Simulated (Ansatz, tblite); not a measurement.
# Zn3O3 wurtzite hole sphere (Zn₃H₁₂O₃): a ladder of methods and basis sets

How do method and basis change the picture of Zn3O3 wurtzite hole sphere (Zn₃H₁₂O₃) (singlet)?

The runs use Ansatz 0.2.0, Gaussian basis; as each input shows.

Levels to be run: GFN1-xTB, GFN2-xTB, PBE-D4/def2-TZVP, r2SCAN-D4/def2-TZVP, ωB97X-V/def2-TZVP, B97M-V/def2-TZVP, B2PLYP/def2-TZVP, PBE-D4/def2-SVP, PBE0-D4/def2-SVP, HF/6-31G, B3LYP-D4/6-31G, PBE0-D4/def2-TZVPD, PBE-D4/def2-TZVPD, MP2/def2-TZVP, RPA/def2-TZVP.

6 further runs of the same task are left out: 4 that didn't finish, 2 set aside as unsound or not needed. Runs told in other sessions of the task aren't counted.

## (1) The geometry

The singlet was relaxed beforehand with PBE-D4/def2-SVP.

18 atoms, charge 0, spin multiplicity 1.

Bond lengths: O1–H7 0.980 Å, O1–H8 0.980 Å, Zn2–H9 1.577 Å, Zn2–H10 1.577 Å, O3–H11 0.980 Å, O3–H12 0.980 Å, Zn4–H13 1.577 Å, Zn4–H14 1.577 Å, O5–H15 0.980 Å, O5–H16 0.980 Å, Zn6–H17 1.577 Å, Zn6–H18 1.577 Å. Angles: H7–O1–H8 106.0°, H9–Zn2–H10 160.8°, H11–O3–H12 105.9°, H13–Zn4–H14 160.8°, H15–O5–H16 106.0°, H17–Zn6–H18 160.8°.

PBE0-D4/def2-TZVP was run before; its log isn't repeated, and its numbers join the tables.

## (2) GFN1-xTB

Tight binding, by tblite at 300 K electronic temperature and without a spin-polarisation term:

```python
tblite.interface.Calculator('GFN1-xTB', numbers, positions, charge=0, uhf=0).singlepoint()
```

Energy -625.1443 eV, HOMO -10.80 eV, LUMO -5.32 eV; 0.009 s.

## (3) GFN2-xTB

Tight binding, by tblite at 300 K electronic temperature and without a spin-polarisation term:

```python
tblite.interface.Calculator('GFN2-xTB', numbers, positions, charge=0, uhf=0).singlepoint()
```

Energy -544.4531 eV, HOMO -10.08 eV, LUMO -2.86 eV; 0.006 s.

## (4) PBE-D4/def2-TZVP

start.molden holds the orbitals of an earlier run on this state, given as this run's starting guess.

The input, in.yaml:

```yaml
crystal:
  periodic: [false, false, false]
  atoms:
    - {symbol: O, position_ang: [-0.008287, -2.080209, 0.006941]}
    - {symbol: Zn, position_ang: [-2.218870, -1.269640, 0.005918]}
    - {symbol: O, position_ang: [-1.799838, 1.044730, 0.003005]}
    - {symbol: Zn, position_ang: [2.205730, -1.286452, -0.000715]}
    - {symbol: O, position_ang: [1.803497, 1.033382, -0.002825]}
    - {symbol: Zn, position_ang: [0.008306, 2.552921, -0.007458]}
    - {symbol: H, position_ang: [-0.009444, -2.667725, 0.791064]}
    - {symbol: H, position_ang: [-0.016890, -2.672656, -0.773421]}
    - {symbol: H, position_ang: [-2.442171, -1.404903, -1.549263]}
    - {symbol: H, position_ang: [-2.449934, -1.397056, 1.560420]}
    - {symbol: H, position_ang: [-2.309320, 1.344061, -0.778565]}
    - {symbol: H, position_ang: [-2.307848, 1.342975, 0.785913]}
    - {symbol: H, position_ang: [2.429009, -1.415448, -1.556390]}
    - {symbol: H, position_ang: [2.437027, -1.419952, 1.553246]}
    - {symbol: H, position_ang: [2.318792, 1.321032, -0.784927]}
    - {symbol: H, position_ang: [2.314404, 1.328026, 0.779551]}
    - {symbol: H, position_ang: [0.016190, 2.824636, 1.545721]}
    - {symbol: H, position_ang: [0.000047, 2.806279, -1.563814]}
basis:
  gaussian: {orbitals: def2-TZVP, initial_orbitals: start.molden}
hamiltonian: {xc: pbe, dispersion: d4}
scf: {omitted_lower_state_checks: [starts]}
output: {orbitals: {seedname: orbitals}}
```

Run with:

```
$ ansatz run in.yaml --threads 4 --pin off --events-out ev --progress --plain --max-ram 4787MiB
```

The runs that follow: r2SCAN-D4/def2-TZVP; ωB97X-V/def2-TZVP; B97M-V/def2-TZVP; B2PLYP/def2-TZVP; PBE-D4/def2-SVP; PBE0-D4/def2-SVP; HF/6-31G; B3LYP-D4/6-31G; PBE0-D4/def2-TZVPD; PBE-D4/def2-TZVPD; MP2/def2-TZVP; RPA/def2-TZVP.

**Question.** What will the summary of the whole plan be? Wanted: gap in def2-TZVP, named functionals, smallest and largest; correlation energy, MP2/def2-TZVP; binding an atom, functionals in def2-TZVP; PBE0 total energy, smallest basis above largest.

**Answer**, as computed:

| quantity | value |
| --- | --- |
| gap in def2-TZVP, named functionals, smallest and largest | 4.58 eV (PBE-D4), 10.75 eV (ωB97X-V) |
| correlation energy, MP2/def2-TZVP | -57.06 eV |
| binding an atom, functionals in def2-TZVP | 2.45 (PBE0-D4) to 2.52 eV (r2SCAN-D4) |
| PBE0 total energy, smallest basis above largest | 28.79 eV (def2-SVP, def2-TZVPD) |

In words: Over the named functionals in def2-TZVP the gap runs from 4.58 eV (PBE-D4) to 10.75 eV (ωB97X-V); exact exchange widens it.
